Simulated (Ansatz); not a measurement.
**Cl₄H₂SSi₂: a ladder of functionals and wavefunction methods**

An exercise on one series of results from a longer session: the logs are not shown, and one member is left open.

The runs use Ansatz 0.2.0, Gaussian basis; functionals in def2-TZVPP, the program's frozen cores in correlated methods.

The runs, in order: PBE-D4, r2SCAN-D4, PBE0-D4, B3LYP-D4, ωB97X-V, ωB97M-V, B2PLYP; CCSD(T)/def2-TZVPP; MP2/def2-QZVPP; extrapolation to the limit.

## Structure used throughout

The geometry comes from an earlier relaxation with PBE0-D4 in a triple-zeta def2 set; it is a stationary point, not always the lowest conformer.

SMILES `Cl[SiH2]S[Si](Cl)(Cl)Cl`, 9 atoms, charge 0, spin multiplicity 1.

Atoms are counted from 1 here; the program's logs count them from 0.

Bond lengths: Cl1–Si2 2.044 Å, Si2–S3 2.138 Å, Si2–H8 1.475 Å, Si2–H9 1.478 Å, S3–Si4 2.111 Å, Si4–Cl5 2.033 Å, Si4–Cl6 2.027 Å, Si4–Cl7 2.028 Å. Angles: Cl1–Si2–S3 112.6°, Cl1–Si2–H8 108.0°, Cl1–Si2–H9 109.2°, S3–Si2–H8 111.2°, S3–Si2–H9 103.5°, H8–Si2–H9 112.3°, Si2–S3–Si4 102.3°, S3–Si4–Cl5 112.3°, S3–Si4–Cl6 112.0°, S3–Si4–Cl7 106.6°, Cl5–Si4–Cl6 108.0°, Cl5–Si4–Cl7 109.4°, Cl6–Si4–Cl7 108.5°.

Set-up of the first run:

Contents of in.yaml:

```yaml
crystal:
  periodic: [false, false, false]
  atoms:
    - {symbol: Cl, position_ang: [-2.324227, -0.596815, -0.922520]}
    - {symbol: Si, position_ang: [-0.375828, -1.119512, -1.250347]}
    - {symbol: S, position_ang: [0.795864, -1.092729, 0.537970]}
    - {symbol: Si, position_ang: [0.550407, 0.893410, 1.208710]}
    - {symbol: Cl, position_ang: [0.512260, 2.225673, -0.325902]}
    - {symbol: Cl, position_ang: [-1.152230, 1.125745, 2.284623]}
    - {symbol: Cl, position_ang: [2.132900, 1.296915, 2.411498]}
    - {symbol: H, position_ang: [0.177186, -0.200732, -2.263270]}
    - {symbol: H, position_ang: [-0.316342, -2.531956, -1.680761]}
basis:
  gaussian: {orbitals: def2-TZVPP}
hamiltonian: {xc: pbe, dispersion: d4}
output: {forces: true, orbitals: {seedname: orbitals}}
```

The run is started by

```console
> ansatz run in.yaml --threads 2 --pin off --events-out ev --progress --plain --max-ram 22528MiB --backend cuda --devices 0, --max-vram 18GiB
```

Steps of the session up to this table: PBE-D4 (GGA); r2SCAN-D4 (meta-GGA); PBE0-D4 (hybrid); B3LYP-D4 (hybrid); ωB97X-V (range-separated); ωB97M-V (range-separated); B2PLYP (double hybrid); CCSD(T) in def2-TZVPP; MP2 in def2-QZVPP.

One of the session's tables, all rows but one given; the rest of the session is left out.

It belongs to the step «Atomisation energies». 

```
            method  atomisation energy (kJ/mol)
            PBE-D4                       2946.6
         r2SCAN-D4                       2944.8
           PBE0-D4                       2919.2
          B3LYP-D4                       2857.6
           ωB97X-V                       2942.5
           ωB97M-V                            ?
            B2PLYP                       2822.9
     HF/def2-TZVPP                       2128.9
    MP2/def2-TZVPP                       2915.3
   CCSD/def2-TZVPP                       2730.6
CCSD(T)/def2-TZVPP                       2796.6
           MP2/CBS                       3037.9
       CCSD(T)/CBS                       2919.3
```

Estimate the missing values for ωB97M-V.

The run gave: atomisation energy (kJ/mol): 2942.9. In the column «atomisation energy (kJ/mol)» it lies between ωB97X-V (2942.5) and r2SCAN-D4 (2944.8).

To keep in mind: Free atoms (4 Cl, 2 Si, 1 S, 2 H) were run apart at each level; the atomisation energy is their sum less the molecule, without zero-point or spin-orbit terms.
